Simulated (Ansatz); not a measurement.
# BrClFH4NOZr: the cost of one run

Program: Ansatz 0.2.0. Level of theory: RKS LDA/def2-SVP. These are calculated values, not measurements.

**1. The system as given**

Bond lengths: Zr1–Cl2 2.870 Å, Zr1–O3 2.070 Å, O3–H4 1.010 Å, Zr1–F5 1.979 Å, Zr1–N6 2.208 Å, N6–H7 1.060 Å, N6–H8 1.060 Å, Zr1–Br9 3.000 Å. Angles: Cl2–Zr1–O3 109.4°, Cl2–Zr1–F5 109.5°, Cl2–Zr1–N6 109.5°, Cl2–Zr1–Br9 71.6°, O3–Zr1–F5 109.5°, O3–Zr1–N6 109.5°, O3–Zr1–Br9 178.9°, F5–Zr1–N6 109.5°, F5–Zr1–Br9 70.0°, N6–Zr1–Br9 70.0°, Zr1–O3–H4 109.5°, Zr1–N6–H7 120.0°, Zr1–N6–H8 120.0°, H7–N6–H8 120.0°.

As a file:

```xyz
10

Zr    0.0000    0.0000    0.0000
Cl    0.0000    0.0000    2.8700
O     1.9520    0.0000   -0.6893
H     2.2684   -0.9521   -0.8060
F    -0.9326    1.6157   -0.6593
N    -1.0409   -1.8034   -0.7359
H    -1.5759   -2.4197   -0.0595
H    -1.0055   -2.0526   -1.7656
Br   -2.8470    0.0000    0.9460
H    -1.5885    0.0000    2.3396
```

**2. Pulling towards end A**

Springs on the bonds that form and break draw the guess towards this end; the thresholds are loose.

input.yaml

```yaml
crystal:
  periodic: [false, false, false]
  atoms:
    - { symbol: Zr, position_ang: [0.0, 0.0, 0.0] }
    - { symbol: Cl, position_ang: [0.0, 0.0, 2.87] }
    - { symbol: O, position_ang: [1.952, 0.0, -0.6893] }
    - { symbol: H, position_ang: [2.2684, -0.9521, -0.806] }
    - { symbol: F, position_ang: [-0.9326, 1.6157, -0.6593] }
    - { symbol: "N", position_ang: [-1.0409, -1.8034, -0.7359] }
    - { symbol: H, position_ang: [-1.5759, -2.4197, -0.0595] }
    - { symbol: H, position_ang: [-1.0055, -2.0526, -1.7656] }
    - { symbol: Br, position_ang: [-2.847, 0.0, 0.946] }
    - { symbol: H, position_ang: [-1.5885, 0.0, 2.3396] }
basis:
  gaussian: { orbitals: def2-SVP }
hamiltonian:
  xc: lda
relax:
  f_tol: 0.15
  max_steps: 25
  restrain:
    - { distance: [0, 8], at: 3.9, k: 30.0 }
    - { distance: [9, 1], at: 2.57, k: 30.0 }
    - { distance: [0, 1], at: 2.52, k: 30.0 }
    - { distance: [9, 8], at: 1.55, k: 30.0 }
```

Launch:

```
$ ansatz run input.yaml --threads 4 --pin off --max-ram 5120MiB --backend cpu --events-out ev --progress --plain --runs-dir out
```

**Question.** How long does this run take on 4 threads of Arm Neoverse V2, shared host, and how much memory does it need?

About 21 s, with a peak of 0.23 GiB.
